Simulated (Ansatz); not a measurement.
Consider a scan of the Hubbard U of GdOF, space group P4/nmm (Ansatz 0.2.0 through its Python package).

`plus_u.py`
```python
"""DFT+U scan for GdOF."""

import warnings

import ansatz
import numpy as np


def count_gap(report):
    # lowest empty less highest filled band, counting bands; zero where they overlap
    return max(report.get("gap_by_band_count_ev") or 0.0, 0.0)

warnings.simplefilter("ignore", ansatz.DeckWarning)

xtal = (
    ansatz.Lattice.of([3.89487985, 0.0, 0.0], [0.0, 3.89487985, 0.0], [0.0, 0.0, 5.55033824])
    .atom("Gd", [0.0, 0.5, 0.71340955], moment=4.9)
    .atom("Gd", [0.5, 0.0, 0.28659045], moment=-4.9)
    .atom("O", [0.0, 0.0, 0.5])
    .atom("O", [0.5, 0.5, 0.5])
    .atom("F", [0.0, 0.0, 0.0])
    .atom("F", [0.5, 0.5, 0.0])
)

calc = (
    xtal.calculation()
    .functional("LDA")
    .basis(550)  # a bare number is in eV
    .kpoints(spacing=0.32)
    .occupations("Gaussian", width=0.05)  # fractional filling near the Fermi level
    .spin("collinear")  # two spin channels
    .scf(tolerance=1e-08)
    .band_table()
)
rows = []
for u in [2.0, 4.0, 6.0, 8.0]:
    data = calc.hubbard("Gd", "f", u_eff=u).run(threads=1).report
    shell = data["hubbard"]["n_scf"]
    rows.append((u, count_gap(data), sum(shell) / len(shell), max(abs(m) for m in data["site_moments_mub"]), data["n_iterations"]))
lines = [",".join(["U_eff eV", "gap by band count eV", "Gd f occupation (projector)", "largest moment muB", "iterations"])] + [",".join(f"{v:.4f}" if isinstance(v, float) else str(v) for v in row) for row in rows]
print("\n".join(lines))
with open("plus_u.csv", "w") as handle:
    handle.write("\n".join(lines) + "\n")
```

What does raising U do here?

From U = 2 to 8 eV the gap on the mesh goes from 4.02 eV to 4.60 eV and the largest site moment goes from 6.81 to 6.85 μB.

The run itself:

```console
$ python plus_u.py
U_eff eV,gap by band count eV,Gd f occupation (projector),largest moment muB,iterations
2.0000,4.0154,7.0824,6.8104,14
4.0000,4.5696,7.0617,6.8302,15
6.0000,4.6045,7.0473,6.8432,15
8.0000,4.6030,7.0372,6.8519,15
```

Notes:
- Open f shells: with a Hubbard U, without spin-orbit coupling; the state reached hangs on the start and needn't be the lowest.
- Semilocal gaps usually lie well under measured ones.
- An opening on this mesh may only mean that it misses a point where bands touch.
- The structure comes from a database of computed cells and needn't be a stable or known phase.
- Gaps and levels are Kohn-Sham values on a finite set of k-points, without spin-orbit coupling.
- Shell occupations and the effect of U depend on the projectors; a run with no .spin step is spin-unpolarised, and each U may end in a state that isn't the lowest.
- Finished in 100 s on 1 thread of Intel(R) Xeon(R) 6975P-C (Granite Rapids), on a shared host, peak memory 0.69 GiB.
